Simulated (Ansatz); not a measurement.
**SnHClOF2 (SMILES [OH][Sn]([F])([F])[Cl]): BCCD(T)/def2-SVP (core potential)**

What is the vertical singlet–triplet gap of SnHClOF2 at BCCD(T)/def2-SVP (core potential)? 

The results are computed with Ansatz 0.2.0.

119 further runs of the same task are left out: 1 that didn't finish, 118 set aside as unsound or not needed. Runs told in other sessions of the task aren't counted.

## Step 1: The structure to begin with

The species is SnHClOF2 (6 atoms), meant as a singlet with charge 0. SMILES: `[OH][Sn]([F])([F])[Cl]`. The shape is that of a PBE0-D4/def2-TZVP optimisation. This is one conformer, not always the lowest.

Bond lengths: O1–Sn2 1.922 Å, Sn2–F3 1.884 Å, Sn2–F4 1.892 Å, Sn2–Cl5 2.279 Å, O1–H6 0.962 Å. Angles: O1–Sn2–F3 106.5°, O1–Sn2–F4 110.4°, O1–Sn2–Cl5 114.9°, F3–Sn2–F4 106.2°, F3–Sn2–Cl5 110.3°, F4–Sn2–Cl5 108.2°, Sn2–O1–H6 113.6°.

## Step 2: The energy at BCCD(T)/def2-SVP (core potential)

run.yaml

```yaml
basis:
  gaussian: {orbitals: def2-SVP}
crystal:
  periodic: [false, false, false]
  atoms:
    - symbol: O
      position_ang: [-0.464000, 0.283900, 1.476300]
    - symbol: Sn
      position_ang: [0.252400, -0.175700, -0.247500]
    - symbol: F
      position_ang: [1.982500, -0.856500, 0.056700]
    - symbol: F
      position_ang: [-0.743300, -1.587100, -1.019700]
    - symbol: Cl
      position_ang: [0.329400, 1.540600, -1.744400]
    - symbol: H
      position_ang: [-1.315000, 0.730600, 1.432500]
total_charge: 0
correlation: {method: bccd_t, frozen_orbitals: {Cl: 5, F: 1, H: 0, O: 1, Sn: 4}}
accuracy: high
scf: {omitted_lower_state_checks: [cluster_reference, increment]}
```

Run with:

```bash
$ ansatz run run.yaml --threads 1 --pin off --max-ram 3480MiB --events-out events.jsonl --progress --plain --runs-dir runs
```

Standard output, shortened:

```text
Warning: RAYON_NUM_THREADS=1 ignored (pool sized by the plan → 1); use --threads N
Functional definition: HF
  name "HF"
[...]
1947 factors; integrals over basis functions are off by at most 3.3e-9 eV
[...]
mean field -25766.47844616 eV, -946.9006177502 hartree, gradient 1.9e-8 eV, S^2 0.000000; 0 other end points of the search recorded, 0 dependent functions left out
12 core orbitals not correlated: weight in the atoms' cores, before any rotation towards them, 1.000 or more for the frozen orbitals, at most 0.000 for the correlated occupied ones
reference -25766.47844616 eV, -946.9006177502 hartree; 21, 21 occupied and 58, 58 virtual orbitals, 1947 factors
second order -21.83480184 eV of doubles, -0.00000000 eV of singles
cycle   1  -21.70460453 eV  change    1.3e-1 eV  update   1.1e-1
[...]
cycle  22  -22.25461878 eV  change   2.8e-11 eV  update   2.2e-9
perturbative correction -0.49891243 eV, -0.0183346937 hartree
Total energy: -25789.23197738 eV, -947.7367945994 hartree
Checks for a lower state left out: cluster_reference, increment
```

It took 62 s on 1 thread of Arm Neoverse V2, shared host; peak memory 0.79 GiB.

## Step 3: The triplet, same level

molecule.yaml

```yaml
crystal:
  periodic: [false, false, false]
  atoms:
    - {symbol: O, position_ang: [-0.464000, 0.283900, 1.476300]}
    - {symbol: Sn, position_ang: [0.252400, -0.175700, -0.247500]}
    - {symbol: F, position_ang: [1.982500, -0.856500, 0.056700]}
    - {symbol: F, position_ang: [-0.743300, -1.587100, -1.019700]}
    - {symbol: Cl, position_ang: [0.329400, 1.540600, -1.744400]}
    - {symbol: H, position_ang: [-1.315000, 0.730600, 1.432500]}
basis:
  gaussian:
    orbitals: def2-SVP
magnetization:
  spin_polarized: true
  initial_magnetization: 2
correlation:
  method: bccd_t
  frozen_orbitals: {Cl: 5, F: 1, H: 0, O: 1, Sn: 4}
accuracy: high
scf:
  omitted_lower_state_checks: [cluster_reference, increment]
```

Run with:

```bash
$ ansatz run molecule.yaml --threads 1 --pin off --max-ram 3480MiB --events-out events.jsonl --progress --plain --runs-dir runs
```

Standard output, shortened:

```text
Warning: RAYON_NUM_THREADS=1 ignored (pool sized by the plan → 1); use --threads N
[... 2 set-up lines as earlier in the session ...]
[...]
1947 factors; integrals over basis functions are off by at most 3.3e-9 eV
[...]
mean field -25761.20573214 eV, -946.7068490836 hartree, gradient 6.6e-8 eV, S^2 2.014702; 17 other end points of the search recorded, 0 dependent functions left out
12 core orbitals not correlated: weight in the atoms' cores, before any rotation towards them, 1.000 or more for the frozen orbitals, at most 0.000 for the correlated occupied ones
reference -25761.20573214 eV, -946.7068490836 hartree; 22, 20 occupied and 57, 59 virtual orbitals, 1947 factors
second order -20.65840270 eV of doubles, -0.00000000 eV of singles
cycle   1  -20.84548031 eV  change   -1.9e-1 eV  update   1.2e-1
[...]
cycle  51  -21.39127543 eV  change    1.0e-9 eV  update   4.9e-9
perturbative correction -0.51585837 eV, -0.0189574455 hartree
Total energy: -25783.11286593 eV, -947.5119214015 hartree
Checks for a lower state left out: cluster_reference, increment
```

Wall time 7.3 min (1 thread of Arm Neoverse V2, shared host); peak memory 1.7 GiB.

## Step 4: Results

At BCCD(T)/def2-SVP (core potential), 12 core orbitals frozen:

```
                                             quantity          value
                                singlet: total energy  -947.73679 Eh
singlet: correlation energy (12 core orbitals frozen)     -836.2 mEh
                              singlet: (T) correction     -18.33 mEh
                                triplet: total energy  -947.51192 Eh
triplet: correlation energy (12 core orbitals frozen)     -805.1 mEh
                              triplet: (T) correction     -18.96 mEh
           triplet: ⟨S²⟩ of the reference determinant          2.015
     vertical energy of the triplet above the singlet       6.119 eV
```

What this shows: At this shape the triplet lies 6.12 eV (141 kcal/mol) above the singlet. The triples (singlet) make up 2.2 % of the correlation energy. The triples (triplet) make up 2.4 % of the correlation energy.
